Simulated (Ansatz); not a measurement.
**Fe2CuN2: a trial structure relaxed**

Where does Fe2CuN2 go from the start given, EuMn2P2 type (P-3m1, No. 164)?

Method: DFT PBE, scalar-relativistic, plane waves, PAW, in Ansatz 0.2.0.

**1. The system as given**

Symmetry: P-3m1, No. 164, trigonal system. The conventional cell has a = 3.362 Å, b = 3.362 Å, c = 5.708 Å, α = 90.00°, β = 90.00°, γ = 120.00°. Fe (site symmetry 3m) has 4 N at 2.05 to 2.06 Å as nearest neighbours. Cu (site symmetry -3m) is surrounded by 6 N at 2.44 Å. N (site symmetry 3m) has 4 Fe at 2.05 to 2.06 Å and 3 Cu at 2.44 Å as nearest neighbours.

Coordinates:

```cif
data_structure
_symmetry_space_group_name_H-M 'P 1'
_symmetry_Int_Tables_number 1
_cell_length_a 3.3620
_cell_length_b 3.3620
_cell_length_c 5.7080
_cell_angle_alpha 90.000
_cell_angle_beta 90.000
_cell_angle_gamma 120.000
_cell_volume 55.87
loop_
_atom_site_label
_atom_site_type_symbol
_atom_site_fract_x
_atom_site_fract_y
_atom_site_fract_z
_atom_site_occupancy
Fe1 Fe 0.33333 0.66667 0.62000 1
Fe2 Fe 0.66667 0.33333 0.38000 1
Cu1 Cu 0.00000 0.00000 0.00000 1
N1 N 0.33333 0.66667 0.26000 1
N2 N 0.66667 0.33333 0.74000 1
```

(A quick probe on a coarse mesh, which set the mesh and smearing, is not shown.)

**3. Coarse relaxation**

Contents of input.yaml:

```yaml
crystal:
  lattice:
    - [3.3619606788, 0.0, 0.0]
    - [-1.6809803394, 2.9115433543, 0.0]
    - [0.0, 0.0, 5.7079506256]
  atoms:
    - { symbol: Fe, position: [0.3333333333, 0.6666666667, 0.62], spin: 2.19 }
    - { symbol: Fe, position: [0.6666666667, 0.3333333333, 0.38], spin: 2.19 }
    - { symbol: Cu, position: [0.0, 0.0, 0.0] }
    - { symbol: "N", position: [0.3333333333, 0.6666666667, 0.26] }
    - { symbol: "N", position: [0.6666666667, 0.3333333333, 0.74] }
basis:
  ecutwfc: 420
kpoints:
  mp_grid: { grid: [6, 6, 4] }
hamiltonian:
  xc: pbe
scf:
  occupations: { method: gaussian, width: 0.1 }
  lower_state_search: "off"
output:
  forces: true
  stress: true
  eigenvalues: true
  populations: true
magnetization:
  spin_polarized: true
relax:
  adjacent_minimum: "off"
  f_tol: 0.04
  max_steps: 70
  cell: { stress_tol: 0.4 }
```

On the command line:

```bash
$ ansatz run input.yaml --threads 1 --pin off --max-ram 2560MiB --backend cpu --events-out ev --progress --plain --runs-dir out
```

The session goes on with these runs: relaxing cell and atoms.

Before running it: what results should come out?

**Answer**, as computed:

Formation energies count from the elements, computed with the same settings in runs not shown here.

```
                          quantity                                                                       value
                              cell  a = 3.135 Å, b = 3.135 Å, c = 5.751 Å, α = 90.00°, β = 90.00°, γ = 120.00°
                       space group                                                             P-3m1 (No. 164)
                            volume                                                                9.79 Å³/atom
                   gap on the mesh                                                                none (metal)
formation energy from the elements                                                              +0.325 eV/atom
```

The space group stayed P-3m1, and from the first guess the volume went from 11.17 to 9.79 Å³/atom. The formation energy of +0.33 eV/atom is positive, so the elements lie lower than this structure; another structure of the compound can lie lower. Some metallic runs here have no spin polarisation while others do, so their energies compare only roughly.
